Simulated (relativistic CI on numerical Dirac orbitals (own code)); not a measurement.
**Re⁴⁺: resonant inelastic X-ray scattering at the L2,3 edge**

Which low excitations of Re⁴⁺ show in RIXS, and at which incident energy? 6 crystal fields.

Program: relativistic CI on numerical Dirac orbitals (own code) version 3. Level of theory: Dirac-Coulomb-Breit CI, KLI orbitals optimised for each configuration, model QED (radiative potential, 1s self-energy scaled to tabulated hydrogen-like ionisation energies), valence Slater integrals scaled by 0.7, Kramers-Heisenberg scattering through one core-hole configuration in a parametric crystal field. These are calculated values, not measurements, unless marked.

## 1. What is computed

* ion: Re⁴⁺ (Re V)
* nuclear charge: 75
* electrons: 71
* configurations: [Xe] 4f14 5d3 → [He] 2s2 2p5 3s2 3p6 3d10 4s2 4p6 4d10 4f14 5s2 5p6 5d4
* temperature: 80 K
* core-hole width: 5 eV
* field 1 (cm⁻¹): D3d, 10Dq = 40400, Dsigma = -1200, Dtau = 0
* field 2 (cm⁻¹): D3d, 10Dq = 40400, Dsigma = -860, Dtau = 0
* field 3 (cm⁻¹): D3d, 10Dq = 40400, Dsigma = -510, Dtau = 0
* field 4 (cm⁻¹): D3d, 10Dq = 40400, Dsigma = -170, Dtau = 0
* field 5 (cm⁻¹): D3d, 10Dq = 40400, Dsigma = 170, Dtau = 0
* field 6 (cm⁻¹): D3d, 10Dq = 40400, Dsigma = 510, Dtau = 0

## 2. Field 1: D3d, 10Dq = 40400, Dsigma = -1200, Dtau = 0

Input settings:

```ini
atom Re  Z=75  charge=4  electrons=71
nucleus A=187  rms_radius_fm=5.3698
hamiltonian dirac-coulomb  breit=on  qed=on  c_scale=1
orbitals kli  potential=per-configuration
slater_scale 0.7
correlation none
mixing on
configurations
  [Xe] 4f14 5d3
  [He] 2s2 2p5 3s2 3p6 3d10 4s2 4p6 4d10 4f14 5s2 5p6 5d4
end
rixs L2,3 T=80 core_hole_width=5
crystal_field D3d 10Dq=40400 Dsigma=-1200 Dtau=0
```

Started as:

```
$ python run_levels.py task.json out
```

One command runs all members of the session, one after another, from task.json.

## 3. Field 2: D3d, 10Dq = 40400, Dsigma = -860, Dtau = 0

Changes to the settings of step 2:

```diff
@@ -12,2 +12,2 @@
 rixs L2,3 T=80 core_hole_width=5
-crystal_field D3d 10Dq=40400 Dsigma=-1200 Dtau=0
+crystal_field D3d 10Dq=40400 Dsigma=-860 Dtau=0
```

## 4. Field 3: D3d, 10Dq = 40400, Dsigma = -510, Dtau = 0

Changes to the settings of step 3:

```diff
@@ -12,2 +12,2 @@
 rixs L2,3 T=80 core_hole_width=5
-crystal_field D3d 10Dq=40400 Dsigma=-860 Dtau=0
+crystal_field D3d 10Dq=40400 Dsigma=-510 Dtau=0
```

## 5. Field 4: D3d, 10Dq = 40400, Dsigma = -170, Dtau = 0

Changes to the settings of step 4:

```diff
@@ -12,2 +12,2 @@
 rixs L2,3 T=80 core_hole_width=5
-crystal_field D3d 10Dq=40400 Dsigma=-510 Dtau=0
+crystal_field D3d 10Dq=40400 Dsigma=-170 Dtau=0
```

## 6. Field 5: D3d, 10Dq = 40400, Dsigma = 170, Dtau = 0

Changes to the settings of step 5:

```diff
@@ -12,2 +12,2 @@
 rixs L2,3 T=80 core_hole_width=5
-crystal_field D3d 10Dq=40400 Dsigma=-170 Dtau=0
+crystal_field D3d 10Dq=40400 Dsigma=170 Dtau=0
```

## 7. Field 6: D3d, 10Dq = 40400, Dsigma = 510, Dtau = 0

Changes to the settings of step 6:

```diff
@@ -12,2 +12,2 @@
 rixs L2,3 T=80 core_hole_width=5
-crystal_field D3d 10Dq=40400 Dsigma=170 Dtau=0
+crystal_field D3d 10Dq=40400 Dsigma=510 Dtau=0
```

(Steps that only read results are left out.)

What does the calculation give? Wanted: incident energies, field 1.

**Answer**, as computed:

| field | S, thermal mean | first incident energy (eV) | lowest loss over 0.08 eV (eV) | strongest such loss there (eV) | its level |
| --- | --- | --- | --- | --- | --- |
| 1: D3d | 1.45 | 10539.5 | 1.213 | 4.986 | G56, S = 1.5 |
| 2: D3d | 1.46 | 10539.6 | 1.276 | 5.016 | G56, S = 1.5 |
| 3: D3d | 1.46 | 10539.6 | 1.331 | 5.014 | G4, S = 1.5 |
| 4: D3d | 1.46 | 10539.6 | 1.373 | 5.029 | G4, S = 1.5 |
| 5: D3d | 1.46 | 10539.6 | 1.372 | 5.028 | G56, S = 1.5 |
| 6: D3d | 1.46 | 10539.6 | 1.326 | 5.009 | G56, S = 1.5 |

| quantity | value |
| --- | --- |
| incident energies, field 1 | 10539.5, 11961.1 eV |
| strongest loss over 0.08 eV, field 1 | 4.99 eV |

In words: In field 1 the strongest loss over 0.08 eV at the first resonance is 4.99 eV (G56, S = 1.5). Spin-orbit coupling in the valence shell mixes spin states, so S is only an average. Only the lowest levels kept in the record count, and labels are spin-orbit irreps. Polarisations are summed, and charge-transfer losses are outside the model.
